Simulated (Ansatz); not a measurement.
# Si₃H₈O₃: up Jacob's ladder to CCSD(T)

One table from this session's results is given with a row withheld; the runs are named, their logs left out.

The runs use Ansatz 0.2.0, Gaussian basis; functionals in def2-TZVPP, the program's frozen cores in correlated methods.

Plan: PBE-D4, r2SCAN-D4, PBE0-D4, B3LYP-D4, ωB97X-V, ωB97M-V, B2PLYP; CCSD(T)/def2-TZVPP; MP2/def2-QZVPP; extrapolation to the limit.

**Structure used throughout**

All runs share one geometry, relaxed beforehand with PBE0-D4 in a triple-zeta def2 set.

SMILES `O[Si](O)([SiH3])O[SiH3]`, 14 atoms, charge 0, spin multiplicity 1.

Atoms are counted from 1 here; the program's logs count them from 0.

Bond lengths: O1–Si2 1.633 Å, O1–H7 0.960 Å, Si2–O3 1.640 Å, Si2–Si4 2.336 Å, Si2–O5 1.636 Å, O3–H8 0.958 Å, Si4–H9 1.488 Å, Si4–H10 1.486 Å, Si4–H11 1.489 Å, O5–Si6 1.639 Å, Si6–H12 1.485 Å, Si6–H13 1.483 Å, Si6–H14 1.486 Å. Angles: Si2–O1–H7 117.7°, O1–Si2–O3 107.4°, O1–Si2–Si4 106.8°, O1–Si2–O5 112.5°, O3–Si2–Si4 113.8°, O3–Si2–O5 106.8°, Si4–Si2–O5 109.7°, Si2–O3–H8 117.1°, Si2–Si4–H9 110.5°, Si2–Si4–H10 111.0°, Si2–Si4–H11 109.4°, H9–Si4–H10 109.0°, H9–Si4–H11 108.2°, H10–Si4–H11 108.7°, Si2–O5–Si6 145.2°, O5–Si6–H12 110.2°, O5–Si6–H13 108.0°, O5–Si6–H14 110.3° and more.

Set-up of the first run:

File in.yaml:

```yaml
crystal:
  periodic: [false, false, false]
  atoms:
    - {symbol: O, position_ang: [-2.114052, -0.214652, 0.262116]}
    - {symbol: Si, position_ang: [-0.736626, 0.506481, -0.236726]}
    - {symbol: O, position_ang: [-1.099456, 2.068433, -0.582485]}
    - {symbol: Si, position_ang: [0.036103, -0.710356, -2.074724]}
    - {symbol: O, position_ang: [0.411690, 0.534195, 0.927593]}
    - {symbol: Si, position_ang: [1.289447, -0.371629, 1.973769]}
    - {symbol: H, position_ang: [-2.732796, 0.310948, 0.773996]}
    - {symbol: H, position_ang: [-0.396850, 2.712222, -0.480203]}
    - {symbol: H, position_ang: [0.334491, -2.114646, -1.683345]}
    - {symbol: H, position_ang: [-0.969424, -0.716146, -3.169460]}
    - {symbol: H, position_ang: [1.291881, -0.092990, -2.584553]}
    - {symbol: H, position_ang: [0.444580, -0.797860, 3.118164]}
    - {symbol: H, position_ang: [2.412971, 0.460776, 2.468983]}
    - {symbol: H, position_ang: [1.828041, -1.574765, 1.286884]}
basis:
  gaussian: {orbitals: def2-TZVPP}
hamiltonian: {xc: pbe, dispersion: d4}
output: {forces: true, orbitals: {seedname: orbitals}}
```

Started as:

```bash
> ansatz run in.yaml --threads 2 --pin off --events-out ev --progress --plain --max-ram 20480MiB --backend cuda --devices 0, --max-vram 18GiB
```

Steps of the session up to this table: PBE-D4 (GGA); r2SCAN-D4 (meta-GGA); PBE0-D4 (hybrid); B3LYP-D4 (hybrid); ωB97X-V (range-separated); ωB97M-V (range-separated); B2PLYP (double hybrid); CCSD(T) in def2-TZVPP; MP2 in def2-QZVPP.

One of the session's tables, all rows but one given; the rest of the session is left out.

```
            method  atomisation energy (eV)
            PBE-D4                   51.656
         r2SCAN-D4                   51.798
           PBE0-D4                   50.947
          B3LYP-D4                        ?
           ωB97X-V                   52.109
           ωB97M-V                   51.910
            B2PLYP                   51.122
     HF/def2-TZVPP                   38.029
    MP2/def2-TZVPP                   51.299
   CCSD/def2-TZVPP                   49.921
CCSD(T)/def2-TZVPP                   50.557
           MP2/CBS                   52.877
       CCSD(T)/CBS                   52.134
```

**Question.** Estimate the row for B3LYP-D4.

As computed: atomisation energy (eV): 51.612. In the column «atomisation energy (eV)» it lies between MP2/def2-TZVPP (51.299) and PBE-D4 (51.656).

Caveats from the session: Free atoms (3 O, 3 Si, 8 H) were run apart at each level; the atomisation energy is their sum less the molecule, without zero-point or spin-orbit terms.
